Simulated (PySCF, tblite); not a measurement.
# C₂H₁₁BN₂Si: dynamics, then NMR shifts on frames, part 2 of 2

tblite 0.8.0 and PySCF 2.14.0. Atoms count from 0. Earlier steps stand in the parts before.

## (5) NMR shieldings: 625 fs, PBE0/pcSseg-1

Job settings and geometry (Å):

```
{"job": {"kind": "nmr", "xc": "PBE0", "basis": "pcSseg-1", "pop": false}, "charge": 0, "multiplicity": 1}
C     -2.564800     1.839800    -0.053800
B     -1.682300     0.733900     0.569500
C     -2.119300     0.003800     1.977800
N     -0.383500     0.739700     0.049400
Si     0.996200    -0.335200     0.180900
N      2.349700     0.445700     0.849100
H     -2.773500     1.788000    -1.116100
H     -3.539000     1.634300     0.287000
H     -2.230000     2.884900     0.212700
H     -2.905300    -0.769700     1.815900
H     -1.287200    -0.384700     2.566100
H     -2.660600     0.724900     2.666000
H     -0.346100     1.350300    -0.741700
H      0.739300    -1.502600     0.958200
H      1.508500    -0.687900    -1.142200
H      2.795400     0.320700     1.783600
H      2.723700     1.325400     0.578000
```

With the program's defaults for keys left out, this is: GIAO PBE0/pcSseg-1 NMR shielding, non-relativistic, gas phase.

Standard output:

```text
coarse grid: 13832 points
cycle   1  E = -506.2044780438  dE =  3.955e-01  |g| = 6.686e-01  |ddm| = 3.475e+00
cycle   2  E = -506.1533838447  dE =  5.109e-02  |g| = 8.253e-01  |ddm| = 1.202e+00
cycle   3  E = -506.3084832059  dE = -1.551e-01  |g| = 6.799e-02  |ddm| = 7.116e-01
cycle   4  E = -506.3093676090  dE = -8.844e-04  |g| = 3.034e-02  |ddm| = 7.448e-02
cycle   5  E = -506.3095757598  dE = -2.082e-04  |g| = 6.420e-03  |ddm| = 2.349e-02
cycle   6  E = -506.3095834060  dE = -7.646e-06  |g| = 2.622e-03  |ddm| = 6.395e-03
final grid: 126632 points
cycle   7  E = -506.3364427247  dE = -2.757e-05  |g| = 9.153e-03  |ddm| = 2.188e-02
cycle   8  E = -506.3364302755  dE =  1.245e-05  |g| = 1.206e-02  |ddm| = 1.594e-02
cycle   9  E = -506.3364611732  dE = -3.090e-05  |g| = 6.917e-04  |ddm| = 9.005e-03
cycle  10  E = -506.3364612799  dE = -1.066e-07  |g| = 1.749e-04  |ddm| = 7.019e-04
cycle  11  E = -506.3364612867  dE = -6.848e-09  |g| = 5.209e-05  |ddm| = 1.704e-04
cycle  12  E = -506.3364612872  dE = -4.627e-10  |g| = 2.175e-05  |ddm| = 4.791e-05
converged SCF energy = -506.3364612872

GIAO shielding tensors (ppm)
atom      isotropic    diamagn.    paramagn.     s11        s22        s33       span
  0 C      181.401     250.579     -69.178    169.166    177.609    197.429     28.263
  1 B       50.370     188.645    -138.275     13.725     25.101    112.285     98.560
  2 C      176.698     250.134     -73.436    160.047    177.949    192.099     32.052
  3 N      119.834     326.912    -207.078     -2.290    163.015    198.776    201.066
  4 Si     400.177     879.961    -479.783    371.077    410.320    419.134     48.056
  5 N      243.986     314.554     -70.569    222.685    244.586    264.686     42.001
  6 H       31.748      31.001       0.747     27.673     29.849     37.722     10.049
  7 H       32.129      29.496       2.634     27.246     31.834     37.308     10.063
  8 H       30.342      28.079       2.263     26.797     28.069     36.159      9.362
  9 H       30.461      29.048       1.413     27.207     27.854     36.323      9.116
 10 H       30.859      32.190      -1.330     26.056     30.306     36.216     10.160
 11 H       30.092      27.803       2.288     26.571     28.314     35.390      8.820
 12 H       27.333      35.786      -8.454     21.876     29.180     30.942      9.067
 13 H       27.238      31.730      -4.492     23.730     26.553     31.430      7.700
 14 H       26.624      30.737      -4.113     21.953     25.876     32.043     10.090
 15 H       29.914      28.814       1.100     23.238     25.482     41.021     17.783
 16 H       31.854      31.827       0.028     24.430     28.377     42.757     18.327
```

Run time: 14 s. Hardware: 1 thread of Arm Neoverse V2, shared host; peak memory 0.81 GiB.

This run: δ C2 10.2, C0 5.5, B1 49.7, N3 147.9, H14 5.09, H13 4.48 ppm.

## (6) NMR shieldings: 800 fs, PBE0/pcSseg-1

Job settings and geometry (Å):

```
{"job": {"kind": "nmr", "xc": "PBE0", "basis": "pcSseg-1", "pop": false}, "charge": 0, "multiplicity": 1}
C     -2.535100     2.052300     0.210700
B     -1.843100     0.788500     0.614700
C     -2.396500    -0.107300     1.788100
N     -0.499000     0.654400     0.100400
Si     0.794400    -0.395000     0.504200
N      1.787700     0.303800     1.713300
H     -2.465500     2.323300    -0.852000
H     -3.553500     2.132700     0.598200
H     -1.998800     2.722400     0.863500
H     -2.170900     0.439000     2.712000
H     -3.433700    -0.266800     1.713500
H     -1.896200    -1.075800     1.799200
H     -0.287700     1.346700    -0.560700
H      0.438800    -1.748000     0.972500
H      1.653900    -0.562300    -0.677200
H      2.649500    -0.089600     2.028700
H      1.729300     1.222300     2.037900
```

With the program's defaults for keys left out, this is: GIAO PBE0/pcSseg-1 NMR shielding, non-relativistic, gas phase.

Standard output:

```text
coarse grid: 13832 points
cycle   1  E = -506.2081257046  dE =  5.434e-01  |g| = 6.889e-01  |ddm| = 3.518e+00
cycle   2  E = -506.1593961088  dE =  4.873e-02  |g| = 8.346e-01  |ddm| = 1.319e+00
cycle   3  E = -506.3169077513  dE = -1.575e-01  |g| = 6.855e-02  |ddm| = 8.015e-01
cycle   4  E = -506.3178151221  dE = -9.074e-04  |g| = 2.864e-02  |ddm| = 7.920e-02
cycle   5  E = -506.3180010824  dE = -1.860e-04  |g| = 5.831e-03  |ddm| = 2.309e-02
cycle   6  E = -506.3180076410  dE = -6.559e-06  |g| = 2.394e-03  |ddm| = 6.584e-03
final grid: 126632 points
cycle   7  E = -506.3454433161  dE = -2.753e-05  |g| = 9.409e-03  |ddm| = 2.224e-02
cycle   8  E = -506.3454332848  dE =  1.003e-05  |g| = 1.172e-02  |ddm| = 1.770e-02
cycle   9  E = -506.3454629916  dE = -2.971e-05  |g| = 7.504e-04  |ddm| = 9.961e-03
cycle  10  E = -506.3454631147  dE = -1.231e-07  |g| = 1.484e-04  |ddm| = 7.809e-04
cycle  11  E = -506.3454631197  dE = -4.984e-09  |g| = 3.874e-05  |ddm| = 1.566e-04
cycle  12  E = -506.3454631200  dE = -2.959e-10  |g| = 1.499e-05  |ddm| = 4.265e-05
converged SCF energy = -506.3454631200

GIAO shielding tensors (ppm)
atom      isotropic    diamagn.    paramagn.     s11        s22        s33       span
  0 C      175.261     254.431     -79.170    163.107    169.036    193.641     30.534
  1 B       45.626     189.394    -143.768     -6.815     29.492    114.201    121.016
  2 C      183.854     255.223     -71.369    171.383    187.193    192.988     21.605
  3 N      160.205     325.814    -165.610     63.487    196.377    220.750    157.263
  4 Si     396.580     880.604    -484.024    372.032    389.539    428.171     56.139
  5 N      261.469     317.123     -55.654    209.161    255.536    319.710    110.549
  6 H       30.626      30.281       0.345     26.287     29.442     36.149      9.862
  7 H       30.825      28.910       1.915     26.463     29.842     36.172      9.709
  8 H       31.620      30.828       0.791     27.885     31.139     35.835      7.950
  9 H       31.213      30.353       0.860     27.892     28.904     36.843      8.951
 10 H       32.001      31.039       0.962     27.668     30.194     38.142     10.473
 11 H       30.833      33.189      -2.356     25.684     30.665     36.152     10.468
 12 H       28.631      36.886      -8.255     23.029     29.517     33.348     10.319
 13 H       26.152      31.017      -4.866     23.397     24.527     30.531      7.134
 14 H       26.412      31.215      -4.803     22.654     24.735     31.847      9.193
 15 H       32.593      30.638       1.955     24.641     27.429     45.709     21.067
 16 H       32.842      33.572      -0.730     25.430     29.725     43.369     17.939
```

It took 14 s on 1 thread of Arm Neoverse V2, shared host; peak memory 0.81 GiB.

This run: δ C0 11.7, C2 3.1, B1 54.4, N3 107.5, H13 5.57, H14 5.30 ppm.

## (7) NMR shieldings: 1000 fs, PBE0/pcSseg-1

Job settings and geometry (Å):

```
{"job": {"kind": "nmr", "xc": "PBE0", "basis": "pcSseg-1", "pop": false}, "charge": 0, "multiplicity": 1}
C     -2.450300     2.927200     0.458000
B     -1.963200     1.489300     0.887900
C     -2.358000     0.665300     2.104000
N     -0.844300     1.031900     0.085800
Si     0.402800    -0.250900     0.193500
N      1.146600    -0.322900     1.757000
H     -2.549800     3.145100    -0.650800
H     -3.334100     3.185500     1.011600
H     -1.821600     3.737700     0.709700
H     -1.962200    -0.305800     1.963400
H     -2.057800     1.064400     3.067000
H     -3.437000     0.625000     2.155200
H     -0.578700     1.782300    -0.543700
H     -0.142500    -1.652100    -0.123100
H      1.529900     0.177700    -0.715200
H      2.138900    -0.244000     1.784500
H      0.752800     0.243400     2.465200
```

Level: GIAO PBE0/pcSseg-1 NMR shielding, non-relativistic, gas phase.

Standard output:

```text
coarse grid: 13832 points
cycle   1  E = -506.2050146369  dE =  3.939e-01  |g| = 6.805e-01  |ddm| = 3.482e+00
cycle   2  E = -506.1492056739  dE =  5.581e-02  |g| = 8.446e-01  |ddm| = 1.257e+00
cycle   3  E = -506.3121774651  dE = -1.630e-01  |g| = 7.564e-02  |ddm| = 7.596e-01
cycle   4  E = -506.3132589850  dE = -1.082e-03  |g| = 3.148e-02  |ddm| = 7.464e-02
cycle   5  E = -506.3134753602  dE = -2.164e-04  |g| = 8.385e-03  |ddm| = 2.530e-02
cycle   6  E = -506.3134894317  dE = -1.407e-05  |g| = 2.484e-03  |ddm| = 7.523e-03
cycle   7  E = -506.3134907345  dE = -1.303e-06  |g| = 4.037e-04  |ddm| = 2.177e-03
final grid: 126632 points
cycle   8  E = -506.3396372524  dE = -2.818e-05  |g| = 9.257e-03  |ddm| = 2.352e-02
cycle   9  E = -506.3396263506  dE =  1.090e-05  |g| = 1.172e-02  |ddm| = 1.588e-02
cycle  10  E = -506.3396566750  dE = -3.032e-05  |g| = 1.096e-03  |ddm| = 8.988e-03
cycle  11  E = -506.3396569340  dE = -2.589e-07  |g| = 2.193e-04  |ddm| = 8.372e-04
cycle  12  E = -506.3396569431  dE = -9.183e-09  |g| = 8.346e-05  |ddm| = 2.077e-04
cycle  13  E = -506.3396569445  dE = -1.394e-09  |g| = 2.297e-05  |ddm| = 7.606e-05
cycle  14  E = -506.3396569446  dE = -1.089e-10  |g| = 4.242e-06  |ddm| = 2.050e-05
converged SCF energy = -506.3396569446

GIAO shielding tensors (ppm)
atom      isotropic    diamagn.    paramagn.     s11        s22        s33       span
  0 C      182.430     247.746     -65.316    165.836    176.527    204.926     39.090
  1 B       46.773     192.213    -145.441     -0.490     29.553    111.254    111.745
  2 C      183.495     254.457     -70.962    170.293    183.461    196.731     26.438
  3 N      127.726     325.496    -197.770     28.539    163.406    191.234    162.695
  4 Si     382.359     880.326    -497.967    350.560    390.010    406.506     55.946
  5 N      253.566     319.541     -65.975    209.434    261.960    289.304     79.870
  6 H       30.285      28.394       1.891     26.452     28.330     36.073      9.622
  7 H       31.558      26.895       4.663     26.797     30.191     37.686     10.889
  8 H       32.029      30.681       1.348     28.577     29.605     37.904      9.327
  9 H       31.775      35.077      -3.302     27.098     31.942     36.285      9.186
 10 H       31.186      30.102       1.084     27.438     29.159     36.961      9.523
 11 H       31.296      28.823       2.473     27.119     29.017     37.751     10.633
 12 H       27.384      36.047      -8.663     21.180     29.705     31.267     10.088
 13 H       25.396      29.639      -4.243     22.005     23.952     30.232      8.227
 14 H       26.114      31.184      -5.070     22.748     24.458     31.136      8.388
 15 H       31.810      32.221      -0.411     24.491     27.259     43.681     19.191
 16 H       32.244      34.108      -1.864     24.362     30.115     42.254     17.892
```

It took 15 s on 1 thread of Arm Neoverse V2, shared host; peak memory 0.86 GiB.

This run: δ C0 4.5, C2 3.4, B1 53.3, N3 140.0, H13 6.32, H14 5.60 ppm.

## (8) Comparing the runs: NMR shifts

Shifts (ppm) of some atoms, chosen among heavy atoms and hydrogens apart, with basis size and wall time:

```
  frame    C0     H9    H15    B1     N3    N5    Si4  functions  time
 250 fs  13.2   1.20  -0.65  47.1  116.6   3.3  -39.5        164  14 s
 425 fs   5.9  -1.06  -0.41  47.0  130.1   7.2  -35.9        164  14 s
 625 fs   5.5   1.26   1.80  49.7  147.9  23.7  -51.0        164  14 s
 800 fs  11.7   0.50  -0.88  54.4  107.5   6.3  -47.4        164  14 s
1000 fs   4.5  -0.06  -0.09  53.3  140.0  14.2  -33.2        164  15 s
```

## (9) Summary of results

What follows sums up all 2 parts.

```
                                           quantity                                                                   value
                                         thermostat                                                                   300 K
                      mean temperature, second half                                                                   343 K
            mean potential energy above the minimum                                                                 0.67 eV
     13C shifts against TMS (PBE0/pcSseg-1, 250 fs)                                                           13.2, 4.3 ppm
      1H shifts against TMS (PBE0/pcSseg-1, 250 fs)  5.48, 5.07, 4.26, 1.20, 0.97, 0.86, 0.40, 0.20, 0.00, -0.18, -0.65 ppm
11B shifts against BF3·OEt2 (PBE0/pcSseg-1, 250 fs)                                                                47.1 ppm
     15N shifts against NH3 (PBE0/pcSseg-1, 250 fs)                                                          116.6, 3.3 ppm
    29Si shifts against TMS (PBE0/pcSseg-1, 250 fs)                                                               -39.5 ppm
                           range of the shift of N3                                                      107.5 to 147.9 ppm
```

In words: In the second half the potential energy averages 0.67 eV above the minimum; equipartition over 45 harmonic modes at 300 K would give 0.58 eV. With 17 atoms the temperature swings widely (196 to 451 K). Shifts at one fixed geometry are not the observed spectrum, which averages over the motion. In the first frame run (250 fs): The largest span, 115 ppm, is at N3, where the paramagnetic term is -173 ppm. In ppm, N3 moves most: its shift spreads over 40.4 ppm, from 107.5 (800 fs) to 147.9 (625 fs).
